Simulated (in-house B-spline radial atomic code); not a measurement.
# Nd⁵¹⁺: excited configurations

Wanted: excitation energies of Nd⁵¹⁺ as differences of total energies (ΔSCF).

The numbers are computed with in-house B-spline radial atomic code version 1 (Dirac-Hartree-Fock, average of configuration, Fermi nucleus, basis-set limit), except any that are marked as measured or tabulated.

## Step 1: The atom as given

* element: neodymium (Z = 60)
* charge: +51
* electrons: 9
* configuration: [He] 2s2 2p5
* Hamiltonian: Dirac-Coulomb
* nucleus: Fermi, rms radius 4.912 fm

The outer shells:

[He] 2s2 2p5
```
[He] core
2s [↑↓]
2p [↑↓][↑↓][↑ ]
```

The boxes draw the filling by Hund's rule, which heavy ions in jj coupling don't follow; these runs average over all states of the configuration.

The run's settings:

```ini
Z = 60
electrons = 9.0
configuration = [He] 2s2 2p5
hamiltonian = dirac
method = hf
spin_polarised = False
nucleus = fermi
rms_radius = 4.9123
mass_number = 142
atomic_mass = 141.907728824
speed_of_light = 137.035999084
```

The reference is known from an earlier run: -6626.774889 hartree in all. Up to eight levels, counted from the top:

| orbital | occupation | energy (eV) | <r> (bohr) |
| --- | --- | --- | --- |
| 1s1/2 | 2 | -47900.2 | 0.02358 |
| 2s1/2 | 2 | -10889.6 | 0.09794 |
| 2p1/2 | 1.66667 | -10577.2 | 0.08193 |
| 2p3/2 | 3.33333 | -10026.4 | 0.08786 |

## Step 2: [He] 2s2 2p4 5f1

The run's settings:

```ini
Z = 60
electrons = 9.0
configuration = [He] 2s2 2p4 5f1
hamiltonian = dirac
method = hf
spin_polarised = False
nucleus = fermi
rms_radius = 4.9123
mass_number = 142
atomic_mass = 141.907728824
speed_of_light = 137.035999084
```

## Step 3: Configuration [He] 2s1 2p5 5f1

Changes to the settings of step 2:

```diff
@@ -2,3 +2,3 @@
 electrons = 9.0
-configuration = [He] 2s2 2p4 5f1
+configuration = [He] 2s1 2p5 5f1
 hamiltonian = dirac
```

## Step 4: Run with [He] 2s1 2p5 4p1

Changes to the settings of step 3:

```diff
@@ -2,3 +2,3 @@
 electrons = 9.0
-configuration = [He] 2s1 2p5 5f1
+configuration = [He] 2s1 2p5 4p1
 hamiltonian = dirac
```

## Step 5: Configuration [He] 2s2 2p4 4p1

Changes to the settings of step 4:

```diff
@@ -2,3 +2,3 @@
 electrons = 9.0
-configuration = [He] 2s1 2p5 4p1
+configuration = [He] 2s2 2p4 4p1
 hamiltonian = dirac
```

## Step 6: Configuration [He] 2s1 2p5 5p1

Changes to the settings of step 5:

```diff
@@ -2,3 +2,3 @@
 electrons = 9.0
-configuration = [He] 2s2 2p4 4p1
+configuration = [He] 2s1 2p5 5p1
 hamiltonian = dirac
```

How far above the reference does each configuration lie (order and size, in eV)?

**Answer**, as computed:

| net move | configuration | energy above the reference (eV) | with Breit, QED, recoil (eV) | largest <r> (bohr) |
| --- | --- | --- | --- | --- |
| 2p → 4p | [He] 2s2 2p4 4p1 | 7787.96 | 7774.99 | 0.423 |
| 2s → 4p | [He] 2s1 2p5 4p1 | 8469.47 | 8450.94 | 0.423 |
| 2p → 5f | [He] 2s2 2p4 5f1 | 8727.98 | 8713.61 | 0.602 |
| 2s → 5p | [He] 2s1 2p5 5p1 | 9354.62 | 9335.39 | 0.677 |
| 2s → 5f | [He] 2s1 2p5 5f1 | 9408.48 | 9388.58 | 0.602 |

Quantum defects of the promoted electron, δ = n − ζ/√(−2ε) with ζ = 52 and ε its orbital energy in hartree:

| promotion | δ |
| --- | --- |
| 2p → 4p | 0.100 |
| 2s → 4p | 0.099 |
| 2p → 5f | 0.013 |
| 2s → 5p | 0.101 |
| 2s → 5f | 0.013 |

The energies run from 7787.96 eV (2p → 4p) to 9408.48 eV (2s → 5f). Of those tabulated, the defect is largest for 5p (0.10) and least for 5f (0.01); at this charge much of the defect is relativistic. Two partly filled shells share a symmetry and can mix in the average, which may lower the energy, for: 2p → 4p; 2s → 4p; 2s → 5p. These are averages over configurations, without correlation, not spectroscopic levels.
